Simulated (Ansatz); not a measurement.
# Ge (ST12): the cost of one run

Program: Ansatz 0.2.0. Level of theory: DFT LDA, scalar-relativistic, plane waves, PAW. These are calculated values, not measurements.

## 1. The starting structure

It takes space group P4_32_12 (No. 96, tetragonal). The conventional cell has a = 5.927 Å, b = 5.927 Å, c = 6.969 Å, α = 90.00°, β = 90.00°, γ = 90.00°. Ge (site symmetry 2) has 4 Ge at 2.48 to 2.50 Å as nearest neighbours. Ge (site symmetry 1) is surrounded by 4 Ge at 2.48 to 2.50 Å.

Coordinates:

```cif
data_structure
_symmetry_space_group_name_H-M 'P4_32_12'
_symmetry_Int_Tables_number 96
_cell_length_a 5.9270
_cell_length_b 5.9270
_cell_length_c 6.9690
_cell_angle_alpha 90.000
_cell_angle_beta 90.000
_cell_angle_gamma 90.000
_cell_volume 244.82
loop_
_atom_site_label
_atom_site_type_symbol
_atom_site_symmetry_multiplicity
_atom_site_Wyckoff_symbol
_atom_site_fract_x
_atom_site_fract_y
_atom_site_fract_z
_atom_site_occupancy
Ge1 Ge 4 a 0.09100 0.09100 0.00000 1
Ge2 Ge 8 b 0.17300 0.37800 0.25400 1
```

## 2. Cell and atoms relaxed at 0 GPa

The input, input.yaml:

```yaml
crystal:
  lattice:
    - [5.927, 0.0, 0.0]
    - [0.0, 5.927, 0.0]
    - [0.0, 0.0, 6.969]
  atoms:
    - { symbol: Ge, position: [0.091, 0.091, 0.0] }
    - { symbol: Ge, position: [0.409, 0.591, 0.75] }
    - { symbol: Ge, position: [0.909, 0.909, 0.5] }
    - { symbol: Ge, position: [0.591, 0.409, 0.25] }
    - { symbol: Ge, position: [0.173, 0.378, 0.254] }
    - { symbol: Ge, position: [0.122, 0.673, 0.004] }
    - { symbol: Ge, position: [0.827, 0.622, 0.754] }
    - { symbol: Ge, position: [0.878, 0.327, 0.504] }
    - { symbol: Ge, position: [0.673, 0.122, 0.996] }
    - { symbol: Ge, position: [0.622, 0.827, 0.246] }
    - { symbol: Ge, position: [0.327, 0.878, 0.496] }
    - { symbol: Ge, position: [0.378, 0.173, 0.746] }
scf:
  occupations: { method: gaussian, width: 0.01 }
output:
  forces: true
  stress: true
  eigenvalues: true
  write_density: true
  write_potential: true
  elf: true
  volumetric_format: npy
hamiltonian:
  xc: lda
basis:
  ecutwfc: 450
kpoints:
  mp_grid: { grid: [6, 6, 6] }
relax:
  f_tol: 0.001
  max_steps: 60
  cell: { stress_tol: 0.02, p_target: 0 }
```

Launch:

```sh
$ ansatz run input.yaml --threads 4 --pin off --max-ram 10240MiB --backend cpu --events-out ev --progress --plain --runs-dir out
```

Q: Estimate wall time and peak memory on 4 threads of Intel Xeon Platinum 8259CL at 2.50GHz (Skylake/Cascade Lake), shared host.

About 2.9 min, with a peak of 1.4 GiB.
